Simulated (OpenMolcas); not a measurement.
**Tc³⁺ among point charges: CASSCF and CASPT2 levels and susceptibility**

Aim: the splitting of the states of Tc³⁺ in the field of 6 point charges, its lowest levels with spin-orbit coupling and its magnetic susceptibility.

Method: state-averaged CASSCF and CASPT2, spin-orbit coupling by RASSI with atomic mean-field integrals. Code: OpenMolcas 26.06.

## Step 1: What is computed

* Species: Tc³⁺ (technetium, Z = 43, 40 electrons)
* Basis: ANO-RCC-VDZP [6s5p3d1f], 43 functions
* Scalar Hamiltonian: DKH2, point nucleus
* Inactive shells: 1s 2s 2p 3s 3p 3d 4s 4p
* Active space: 4 electrons in 5 orbitals (4d)
* Some configurations of this space: 4d4
* Orbitals: optimised for each spin and parity, averaged over all roots

Outer shells as boxes (Hund's rule):

4d4
```
4d [↑ ][↑ ][↑ ][↑ ][  ]
```

The ion sits among 6 point charges of -1 e arranged as a tetragonal octahedron (D4h), 2.03 Å from the ion, with the axial distance 2.395 Å.

Each step is its own input file, run in one work folder so that later steps find the files of earlier ones. Labels, J, g values, rates, χT and fits are worked out afterwards by a script from the matrices that RASSI stores. The input lists half of the charges; inversion (Group=XYZ) makes the rest.

## Step 2: One- and two-electron integrals

Input file a.inp:

```
&GATEWAY
Coord
1

Tc 0.0 0.0 0.0
Basis=ANO-RCC-VDZP
Group=XYZ
NoMove
AngMom=0.0 0.0 0.0
AMFI
XField
3 Angstrom 0
2.030000 0.000000 0.000000 -1.000000
0.000000 2.030000 0.000000 -1.000000
0.000000 0.000000 2.395400 -1.000000
&SEWARD
```

The run is started by

```bash
OMP_NUM_THREADS=1 MOLCAS_MEM=1689 MOLCAS_PROJECT=a pymolcas a.inp > a.log
```

## Step 3: Reference wave functions, quintets of even parity, 5 roots

Input file a.inp:

```
&RASSCF
FileOrb=start.orb
Symmetry=1
Spin=5
nActEl=4 0 0
Inactive=9 9
Ras2=5 0
CIRoot=5 5 1
SDav=5
CIMx=300
Iter=120 100
PrWF=0.3
OrbListing=Nothing
MaxOrb=0
>>> COPY $Project.JobIph JOB001
```

start.orb holds the contracted functions of the basis, ordered by shell, or the orbitals of the step before.

## Step 4: CASSCF: triplets of even parity, 45 roots

Input file a.inp:

```
&RASSCF
FileOrb=start.orb
Symmetry=1
Spin=3
nActEl=4 0 0
Inactive=9 9
Ras2=5 0
CIRoot=45 45 1
SDav=45
CIMx=300
Iter=120 100
PrWF=0.3
OrbListing=Nothing
MaxOrb=0
>>> COPY $Project.JobIph JOB002
```

## Step 5: Reference wave functions, singlets of even parity, 50 roots

Input file a.inp:

```
&RASSCF
FileOrb=start.orb
Symmetry=1
Spin=1
nActEl=4 0 0
Inactive=9 9
Ras2=5 0
CIRoot=50 50 1
SDav=50
CIMx=300
Iter=120 100
PrWF=0.3
OrbListing=Nothing
MaxOrb=0
>>> COPY $Project.JobIph JOB003
```

## Step 6: RASSI: spin-orbit coupling between the states

Input file a.inp:

```
&RASSI
NrOfJobIphs=3 5 45 50
1 2 3 4 5
1 2 3 4 5 6 7 8 9 10 11 12 13 14 15 16 17 18 19 20 21 22 23 24 25 26 27
28 29 30 31 32 33 34 35 36 37 38 39 40 41 42 43 44 45
1 2 3 4 5 6 7 8 9 10 11 12 13 14 15 16 17 18 19 20 21 22 23 24 25 26 27
28 29 30 31 32 33 34 35 36 37 38 39 40 41 42 43 44 45 46 47 48 49 50
IphNames
JOB001
JOB002
JOB003
EJob
SpinOrbit
DIPRint=1.0
SOCoupling=1000.0
Subsets=2
Property=9
'ANGMOM' 1 'ANGMOM' 2 'ANGMOM' 3 'MLTPL  1' 1 'MLTPL  1' 2 'MLTPL  1' 3
'AMFI' 1 'AMFI' 2 'AMFI' 3
SOProperty=3
'ANGMOM' 1 'ANGMOM' 2 'ANGMOM' 3
```

## Step 7: CASPT2: IPEA 0.25, imaginary shift 0.1 (closed shells correlated: 4s 4p)

Input file a.inp:

```
>>> COPY JOB001 $Project.JobIph
&CASPT2
Multistate=5 1 2 3 4 5
NoMult
Frozen=8 6
IPEA=0.25
Imaginary=0.1
MaxIter=60
WThr=0.0 0.3 0.05
PrWF=0.5
NoMix
>>> COPY JOB002 $Project.JobIph
&CASPT2
Multistate=45 1 2 3 4 5 6 7 8 9 10 11 12 13 14 15 16 17 18 19 20 21 22
23 24 25 26 27 28 29 30 31 32 33 34 35 36 37 38 39 40 41 42 43 44 45
NoMult
Frozen=8 6
IPEA=0.25
Imaginary=0.1
MaxIter=60
WThr=0.0 0.3 0.05
PrWF=0.5
NoMix
>>> COPY JOB003 $Project.JobIph
&CASPT2
Multistate=50 1 2 3 4 5 6 7 8 9 10 11 12 13 14 15 16 17 18 19 20 21 22
23 24 25 26 27 28 29 30 31 32 33 34 35 36 37 38 39 40 41 42 43 44 45 46
47 48 49 50
NoMult
Frozen=8 6
IPEA=0.25
Imaginary=0.1
MaxIter=60
WThr=0.0 0.3 0.05
PrWF=0.5
NoMix
```

(Steps that only read results are left out.)

Q: Predict the outcome of this session. Wanted: spin-free ground state; first state of the same spin within the active space; lowest level; next level.

The runs gave:

```
                                            quantity                                                                        value
                                              method  SS-CASPT2, IPEA 0.25, imaginary shift 0.1 (closed shells correlated: 4s 4p)
                              spin-free ground state                                              5B1, 1-fold in its orbital part
first state of the same spin within the active space                                                             5A1 at 5220 cm⁻¹
                                        lowest level                                                                    1-fold A1
                                          next level                                                                     8.2 cm⁻¹
                                         χT at 300 K                                                               2.39 cm³ K/mol
                           effective moment at 300 K                                                                      4.38 μB
```

Cost by method:

```tsv
method	time of its own steps	time with the reference
A. CASSCF	34 s	34 s
B. SS-CASPT2, IPEA 0.25, imaginary shift 0.1, +4s 4p	10 s	44 s
```

Times are of one thread on a shared host.

In words: The spin-free ground state (5B1) comes to 100 % from free-ion D terms and keeps the highest spin of the shell. χT at 300 K is 2.39, against 3.01 cm³ K/mol for the spin alone, so spin-orbit coupling lowers it. An active space of the d shell alone favours high spin; real ions in strong fields can be low spin. The field of point charges can differ much from that of real complexes. With metal d orbitals alone active, the gaps between spin states are rough; where two lie within a few thousand cm-1, their order is open. This is an electrostatic model: the charges have no orbitals.
